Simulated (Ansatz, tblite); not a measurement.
# GeEt2Me2 (C6H16Ge): a ladder of methods and basis sets

One table from this session's results is given with a row withheld; the runs are named, their logs left out.

Method: as each input shows; program: Ansatz 0.2.0, Gaussian basis.

Levels to be run: GFN1-xTB, GFN2-xTB, PBE-D4/def2-TZVP, r2SCAN-D4/def2-TZVP, B3LYP-D4/def2-TZVP, revPBE-D4/def2-TZVP, PBE-QIDH/def2-TZVP, LC-ωPBE(0.10)/def2-SVP, LC-ωPBE(0.15)/def2-SVP, LC-ωPBE(0.20)/def2-SVP, LC-ωPBE(0.30)/def2-SVP, PBE-D4/def2-SVP, PBE0-D4/def2-SVP, HF/STO-3G, PBE0-D4/def2-TZVPD, PBE-D4/def2-TZVPD, B3LYP-D4/def2-TZVPD, CCSD(T)/def2-SVP, MP2/def2-TZVP, RPA/def2-TZVP.

2 further runs of the same task are left out: 2 set aside as unsound or not needed.

## The structure

The singlet was relaxed beforehand with r2SCAN-D4/def2-SVP.

23 atoms, charge 0, spin multiplicity 1.

Bond lengths: Ge1–C2 1.968 Å, Ge1–C9 1.969 Å, Ge1–C16 1.960 Å, Ge1–C20 1.962 Å, C2–C3 1.529 Å, C2–H4 1.105 Å, C2–H5 1.105 Å, C3–H6 1.103 Å, C3–H7 1.103 Å, C3–H8 1.103 Å, C9–C10 1.529 Å, C9–H11 1.105 Å, C9–H12 1.105 Å, C10–H13 1.103 Å, C10–H14 1.103 Å, C10–H15 1.103 Å, C16–H17 1.101 Å, C16–H18 1.102 Å and more. Angles: C2–Ge1–C9 109.7°, C2–Ge1–C16 109.5°, C2–Ge1–C20 109.5°, C9–Ge1–C16 109.6°, C9–Ge1–C20 109.3°, C16–Ge1–C20 109.3°, Ge1–C2–C3 114.1°, Ge1–C2–H4 107.7°, Ge1–C2–H5 107.8°, C3–C2–H4 110.4°, C3–C2–H5 110.5°, H4–C2–H5 105.9°, C2–C3–H6 112.1°, C2–C3–H7 111.6°, C2–C3–H8 111.7°, H6–C3–H7 107.1°, H6–C3–H8 107.0°, H7–C3–H8 107.1° and more.

PBE0-D4/def2-TZVP was run before; its log isn't repeated, and its numbers join the tables.

The first run:

Tight binding, by tblite at 300 K electronic temperature and without a spin-polarisation term:

```python
tblite.interface.Calculator('GFN1-xTB', numbers, positions, charge=0, uhf=0).singlepoint()
```

Tight binding, by tblite at 300 K electronic temperature and without a spin-polarisation term:

```python
tblite.interface.Calculator('GFN2-xTB', numbers, positions, charge=0, uhf=0).singlepoint()
```

start.molden holds the orbitals of an earlier run on this state, given as this run's starting guess.

Input file in.yaml:

```yaml
crystal:
  periodic: [false, false, false]
  atoms:
    - {symbol: Ge, position_ang: [-0.368940, 0.213191, -0.008331]}
    - {symbol: C, position_ang: [-0.357612, 0.187869, 1.959681]}
    - {symbol: C, position_ang: [0.275897, -1.064907, 2.565401]}
    - {symbol: H, position_ang: [-1.402681, 0.296117, 2.302516]}
    - {symbol: H, position_ang: [0.170024, 1.095007, 2.306042]}
    - {symbol: H, position_ang: [0.261538, -1.045722, 3.668600]}
    - {symbol: H, position_ang: [-0.253596, -1.979793, 2.250545]}
    - {symbol: H, position_ang: [1.328995, -1.178290, 2.257637]}
    - {symbol: C, position_ang: [1.480704, 0.202954, -0.683948]}
    - {symbol: C, position_ang: [1.582502, 0.257684, -2.208699]}
    - {symbol: H, position_ang: [1.980714, -0.703657, -0.298206]}
    - {symbol: H, position_ang: [2.011111, 1.059631, -0.229724]}
    - {symbol: H, position_ang: [2.629888, 0.246951, -2.555802]}
    - {symbol: H, position_ang: [1.076248, -0.601223, -2.680630]}
    - {symbol: H, position_ang: [1.116267, 1.171219, -2.614354]}
    - {symbol: C, position_ang: [-1.288776, 1.826750, -0.635167]}
    - {symbol: H, position_ang: [-1.351116, 1.846191, -1.734680]}
    - {symbol: H, position_ang: [-0.757964, 2.734091, -0.305211]}
    - {symbol: H, position_ang: [-2.314883, 1.866455, -0.236238]}
    - {symbol: C, position_ang: [-1.311593, -1.371026, -0.678792]}
    - {symbol: H, position_ang: [-1.405785, -1.335842, -1.775653]}
    - {symbol: H, position_ang: [-2.326159, -1.428377, -0.252878]}
    - {symbol: H, position_ang: [-0.774783, -2.295285, -0.412111]}
basis:
  gaussian: {orbitals: def2-TZVP, initial_orbitals: start.molden}
hamiltonian: {xc: pbe, dispersion: d4}
scf: {omitted_lower_state_checks: [starts]}
output: {orbitals: {seedname: orbitals}}
```

On the command line:

```console
ansatz run in.yaml --threads 2 --pin off --events-out ev --progress --plain --max-ram 32768MiB --backend cuda --devices 0, --max-vram 18GiB
```

Steps of the session up to this table: PBE-D4/def2-TZVP; r2SCAN-D4/def2-TZVP; B3LYP-D4/def2-TZVP; revPBE-D4/def2-TZVP; PBE-QIDH/def2-TZVP; LC-ωPBE(0.10)/def2-SVP; LC-ωPBE(0.15)/def2-SVP; LC-ωPBE(0.20)/def2-SVP; LC-ωPBE(0.30)/def2-SVP; PBE-D4/def2-SVP; PBE0-D4/def2-SVP; HF/STO-3G; PBE0-D4/def2-TZVPD; PBE-D4/def2-TZVPD; B3LYP-D4/def2-TZVPD; CCSD(T)/def2-SVP; MP2/def2-TZVP; RPA/def2-TZVP.

One table of the session follows, with a row left open; its other results are not shown here.

| method | binding an atom (eV) |
| --- | --- |
| HF/STO-3G | 3.906 |
| HF/def2-SVP | 3.026 |
| HF/def2-TZVP | 2.981 |
| PBE-D4/def2-SVP | ? |
| PBE-D4/def2-TZVP | 3.978 |
| PBE-D4/def2-TZVPD | 3.978 |
| revPBE-D4/def2-TZVP | 3.902 |
| r2SCAN-D4/def2-TZVP | 3.935 |
| B3LYP-D4/def2-TZVP | 3.927 |
| B3LYP-D4/def2-TZVPD | 3.927 |
| PBE0-D4/def2-SVP | 3.975 |
| PBE0-D4/def2-TZVP | 3.945 |
| PBE0-D4/def2-TZVPD | 3.946 |
| MP2/def2-SVP | 3.785 |
| MP2/def2-TZVP | 3.829 |
| CCSD/def2-SVP | 3.748 |
| CCSD(T)/def2-SVP | 3.778 |

Estimate the missing values for PBE-D4/def2-SVP.

As computed: binding an atom (eV): 4.001. In the column «binding an atom (eV)» it is the highest.

Some runs used a GPU and others CPU threads alone, so the times don't compare the methods' cost.

Caveats from the session: Free atoms were run apart at each level; binding is atoms less cluster, divided by the number of atoms, without zero-point or spin-orbit terms. The yardstick is in a double-zeta basis, so levels in larger sets aren't compared like for like.
